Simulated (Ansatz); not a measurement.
**GaH4NO2: small, medium and large basis sets**

An exercise on one series of results from a longer session: the logs are not shown, and one member is left open.

Method: one geometry, several basis sets; program: Ansatz 0.2.0, Gaussian basis.

Plan: PBE0-D4/def2-SVP; ωB97M-V/def2-SVP; PBE0-D4/def2-QZVPP; ωB97M-V/def2-QZVPP; the functionals' def2-TZVPP values are taken from earlier runs.

**Structure used throughout**

The geometry comes from an earlier relaxation with PBE0-D4 in a triple-zeta def2 set; it is a stationary point, not always the lowest conformer.

SMILES `[NH2][Ga]([OH])[OH]`, 8 atoms, charge 0, spin multiplicity 1.

Atoms are counted from 1 here; the program's logs count them from 0.

Bond lengths: N1–Ga2 1.809 Å, N1–H5 1.007 Å, N1–H6 1.006 Å, Ga2–O3 1.777 Å, Ga2–O4 1.785 Å, O3–H7 0.960 Å, O4–H8 0.959 Å. Angles: Ga2–N1–H5 119.5°, Ga2–N1–H6 121.6°, H5–N1–H6 111.4°, N1–Ga2–O3 119.2°, N1–Ga2–O4 124.8°, O3–Ga2–O4 115.9°, Ga2–O3–H7 112.6°, Ga2–O4–H8 114.8°.

As a file:

```xyz
8
GaH4NO2
N    -1.49207    0.21992    0.28624
Ga    0.28049    0.07076   -0.04235
O     1.34816    1.44586    0.31619
O     1.05979   -1.34564   -0.79825
H    -1.82723    0.96890    0.86945
H    -2.08612   -0.58904    0.35080
H     2.25516    1.28808    0.04575
H     0.46182   -2.05885   -1.02783
```

Set-up of the first run:

Contents of in.yaml:

```yaml
crystal:
  periodic: [false, false, false]
  atoms:
    - {symbol: N, position_ang: [-1.492066, 0.219922, 0.286236]}
    - {symbol: Ga, position_ang: [0.280486, 0.070762, -0.042347]}
    - {symbol: O, position_ang: [1.348157, 1.445865, 0.316194]}
    - {symbol: O, position_ang: [1.059791, -1.345644, -0.798250]}
    - {symbol: H, position_ang: [-1.827229, 0.968904, 0.869447]}
    - {symbol: H, position_ang: [-2.086122, -0.589037, 0.350796]}
    - {symbol: H, position_ang: [2.255159, 1.288083, 0.045752]}
    - {symbol: H, position_ang: [0.461824, -2.058854, -1.027828]}
basis:
  gaussian: {orbitals: def2-SVP}
hamiltonian: {xc: pbe0, dispersion: d4}
output: {orbitals: {seedname: orbitals}}
```

Steps of the session up to this table: PBE0-D4 in def2-SVP; ωB97M-V in def2-SVP; PBE0-D4 in def2-QZVPP; ωB97M-V in def2-QZVPP.

One of the session's tables, all rows but one given; the rest of the session is left out.

It belongs to the step «Functionals by basis». 

```
functional       basis  HOMO (eV)
   PBE0-D4    def2-SVP      -7.28
   PBE0-D4  def2-TZVPP      -7.58
   PBE0-D4  def2-QZVPP      -7.65
   ωB97M-V    def2-SVP          ?
   ωB97M-V  def2-TZVPP      -9.99
   ωB97M-V  def2-QZVPP     -10.07
```

**Question.** Estimate the row for ωB97M-V, def2-SVP.

The run gave: HOMO (eV): -9.68. In the column «HOMO (eV)» it lies between ωB97M-V, def2-TZVPP (-9.99) and PBE0-D4, def2-QZVPP (-7.65).
